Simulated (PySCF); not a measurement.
# A diatomic session: NaPb

The task here is to estimate one member of a computed series from the others.

Method: Na cc-pVDZ, Pb cc-pVDZ-PP with ECP60, scalar-relativistic core potentials; program: PySCF 2.14.0.

Set-up of the first run:

A driver script around PySCF takes these settings:

```json
{"atoms": "Na, Pb", "charge": "0", "basis": "Na cc-pVDZ, Pb cc-pVDZ-PP with ECP60", "Hamiltonian": "scalar-relativistic core potentials", "basis functions": "41", "electrons treated": "33", "masses in u": "22.9898, 207.9766", "levels": "PBE0, PBE, r²SCAN, M06-2X, TPSSh, PBEsol, CAM-B3LYP, HF, MP2, SCS-MP2, CCSD, CCSD(T)", "grid": "80 radial by 434 angular points", "occupations": "held fixed by the projection of orbital angular momentum", "dissociation limit": "Na + Pb, each in its ground configuration", "starting distance in angstrom": "2.970", "values of 2S to try": "1, 3"}
```

Steps of the session up to this table: The job; PBE0 along the bond; Other states along the same grid; PBE (GGA); r²SCAN (meta-GGA); M06-2X; TPSSh (hybrid meta-GGA); PBEsol (GGA); CAM-B3LYP (range-separated hybrid); UHF (mean field); Correlated methods on the Hartree–Fock reference.

One of the session's tables, all rows but one given; the rest of the session is left out.

It belongs to the step «The curves together». Energy (eV) from each level's lowest point:

| R (Å) | UHF | UHF-MP2 | UHF-SCS-MP2 | UHF-CCSD | UHF-CCSD(T) |
| --- | --- | --- | --- | --- | --- |
| 2.566 | 0.340 | 0.329 | 0.330 | n/a | n/a |
| 2.686 | 0.161 | 0.152 | 0.154 | 0.157 | 0.157 |
| 2.805 | 0.058 | 0.052 | 0.053 | 0.055 | 0.055 |
| 2.894 | 0.017 | 0.014 | 0.014 | 0.015 | 0.015 |
| 2.984 | 0.000 | 0.000 | 0.000 | 0.000 | 0.000 |
| 3.074 | 0.001 | 0.006 | 0.005 | 0.004 | 0.004 |
| 3.193 | ? | ? | ? | ? | ? |
| 3.342 | 0.074 | 0.102 | 0.096 | 0.093 | 0.093 |
| 3.521 | 0.155 | 0.205 | 0.193 | 0.189 | 0.190 |
| 3.760 | 0.271 | 0.364 | 0.338 | n/a | n/a |

Estimate the missing values for R (Å) = 3.193.

Worked estimate for «UHF». A straight line through the neighbours (3.074, 0.001) and (3.342, 0.074) gives 0.001 + (0.074 − 0.001) × (3.193 − 3.074) / (3.342 − 3.074) = 0.033; a parabola fitted to 4 rows on both sides gives 0.026.

**Answer.** UHF: 0.023; UHF-MP2: 0.036; UHF-SCS-MP2: 0.034; UHF-CCSD: 0.032; UHF-CCSD(T): 0.032. In «UHF» the line misses by +0.010 and the parabola by +0.003.

State 2 has its PBE0 minimum 0.21 eV higher. The other levels ran on the lowest alone.
